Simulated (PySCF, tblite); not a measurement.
# C₄H₅BOSi: geometry, infrared bands and NMR shifts

Aim: predict the infrared bands and NMR shifts of C₄H₅BOSi (`BC1=CO[Si@H]1C#C`).

The runs use tblite 0.8.0 and PySCF 2.14.0, with density-fitted response routines of our own; the level of theory stands in each step. All values are computed, except where a source is named. Atoms are numbered from 0 throughout.

### Step 1. Starting geometry

12 atoms, charge 0, multiplicity 1; geometry from: force field or distance geometry start.

Bonds of the start (Å): B0–C1 1.56, C1–C2 1.31, C2–O3 1.36, O3–Si4 1.70, Si4–C5 1.85, C5–C6 1.21, Si4–C1 1.80, B0–H7 1.20, B0–H8 1.20, C2–H9 1.12, Si4–H10 1.45, C6–H11 1.06.

### Step 2. Geometry optimisation with GFN2-xTB

Job settings and geometry (Å):

```
{"job": {"kind": "relax", "xc": "GFN2-xTB", "basis": "xTB"}, "charge": 0, "multiplicity": 1}
B     -0.967400     1.980400     0.234200
C     -0.640800     0.509000     0.653700
C     -1.308300    -0.448900     1.241800
O     -0.379800    -1.445500     1.286300
Si     0.833500    -0.512000     0.552500
C      1.253800    -1.087300    -1.151800
C      1.539900    -1.456200    -2.267900
H     -1.672300     2.108300    -0.722500
H     -0.069000     2.744200     0.448800
H     -2.371300    -0.454000     1.595300
H      1.992500    -0.163000     1.348400
H      1.790200    -1.775800    -3.244800
```

Run with:

```sh
OMP_NUM_THREADS=1 python probes_run.py task.json out
```

This one command runs all jobs of the session in turn.

**Question.** This job is followed by: GFN2-xTB harmonic vibrations, gas phase; GIAO PBE0/pcSseg-1 NMR shielding, non-relativistic, gas phase. What will the session give for the following? strongest single infrared mode (GFN2-xTB); zero-point energy (GFN2-xTB); ¹³C shifts against TMS (PBE0/pcSseg-1); ¹H shifts against TMS (PBE0/pcSseg-1, means over atoms taken as alike); ¹¹B shifts against BF3·OEt2 (PBE0/pcSseg-1); ¹⁷O shifts against H2O (PBE0/pcSseg-1); ²⁹Si shifts against TMS (PBE0/pcSseg-1); surface potential, 1st and 99th percentile.

As calculated:

| quantity | value |
| --- | --- |
| strongest single infrared mode (GFN2-xTB) | 1553 cm⁻¹, 350 km/mol |
| zero-point energy (GFN2-xTB) | 45.4 kcal/mol |
| ¹³C shifts against TMS (PBE0/pcSseg-1) | 199.2, 135.4, 109.1, 86.0 ppm |
| ¹H shifts against TMS (PBE0/pcSseg-1, means over atoms taken as alike) | 8.41, 6.34, 5.86, 2.42 ppm |
| ¹¹B shifts against BF3·OEt2 (PBE0/pcSseg-1) | 59.9 ppm |
| ¹⁷O shifts against H2O (PBE0/pcSseg-1) | 225.0 ppm |
| ²⁹Si shifts against TMS (PBE0/pcSseg-1) | 7.1 ppm |
| surface potential, 1st and 99th percentile | -1.13 V and 1.90 V |

In words: Over 90 steps the energy fell by 0.835 eV; of the close pairs, C1–Si4 changed most, 1.796 to 1.901 Å. All 30 modes are real, so the xTB geometry is a minimum. The strongest single mode, at 1553 cm⁻¹, moves mainly C1 and C2. GFN2-xTB is a fitted tight-binding method: band positions and strengths are rough. Its intensities can rank the bands wrongly. The most deshielded carbon is C2 (alkene carbon bearing oxygen), at 199.2 ppm: an sp2 carbon further deshielded by the attached heteroatom. At PBE0/pcSseg-1, counted by nearest atom on the grid, the HOMO lies on C1 44 %; O3 27 %, the LUMO on B0 31 %; C2 29 %.
